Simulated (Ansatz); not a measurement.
# NiSe2: the cost of one run

Method: DFT PBEsol+U (U_eff = 4 eV on Ni d), plane waves, PAW, in Ansatz 0.2.0.

**1. The starting structure**

The structure is cubic, space group Fm-3m (No. 225). Conventional cell: a = 5.896 Å, b = 5.896 Å, c = 5.896 Å, α = 90.00°, β = 90.00°, γ = 90.00°. Around Ni (site symmetry m-3m) lie 8 Se at 2.55 Å. Se (site symmetry -43m) has 4 Ni at 2.55 Å in its first shell of neighbours.

As a file:

```cif
data_structure
_symmetry_space_group_name_H-M 'Fm-3m'
_symmetry_Int_Tables_number 225
_cell_length_a 5.8960
_cell_length_b 5.8960
_cell_length_c 5.8960
_cell_angle_alpha 90.000
_cell_angle_beta 90.000
_cell_angle_gamma 90.000
_cell_volume 204.96
loop_
_atom_site_label
_atom_site_type_symbol
_atom_site_symmetry_multiplicity
_atom_site_Wyckoff_symbol
_atom_site_fract_x
_atom_site_fract_y
_atom_site_fract_z
_atom_site_occupancy
Ni1 Ni 4 a 0.00000 0.00000 0.00000 1
Se1 Se 8 c 0.25000 0.75000 0.75000 1
```

**2. Ferromagnetic start, free, symmetry kept, no search**

File input.yaml:

```yaml
crystal:
  lattice:
    - [0.0, 2.94801619, 2.94801619]
    - [2.94801619, 0.0, 2.94801619]
    - [2.94801619, 2.94801619, 0.0]
  atoms:
    - { symbol: Ni, position: [0.0, 0.0, 0.0], spin: 4.0 }
    - { symbol: Se, position: [0.25, 0.25, 0.25] }
    - { symbol: Se, position: [0.75, 0.75, 0.75] }
basis:
  ecutwfc: 420
  ecutrho_ratio: 4
kpoints:
  mp_grid: { grid: [6, 6, 6] }
hamiltonian:
  xc: pbesol
  hubbard: { sites: [{ site: 0, l: d, u_eff: 4.0 }] }
scf:
  occupations: { method: gaussian, width: 0.05 }
  lower_state_search: "off"
  max_iter: 150
output:
  forces: true
  stress: true
  eigenvalues: true
  populations: true
  hubbard: { sites: [{ site: 0, l: d }] }
magnetization:
  spin_polarized: true
```

Launch:

```bash
> ansatz run input.yaml --threads 2 --pin off --max-ram 3072MiB --backend cpu --events-out ev --progress --plain --runs-dir out
```

**Question.** How long does this run take on 2 threads of AMD EPYC 7R43 (Zen 3), shared host, and how much memory does it need?

About 3.7 s, with a peak of 0.43 GiB.
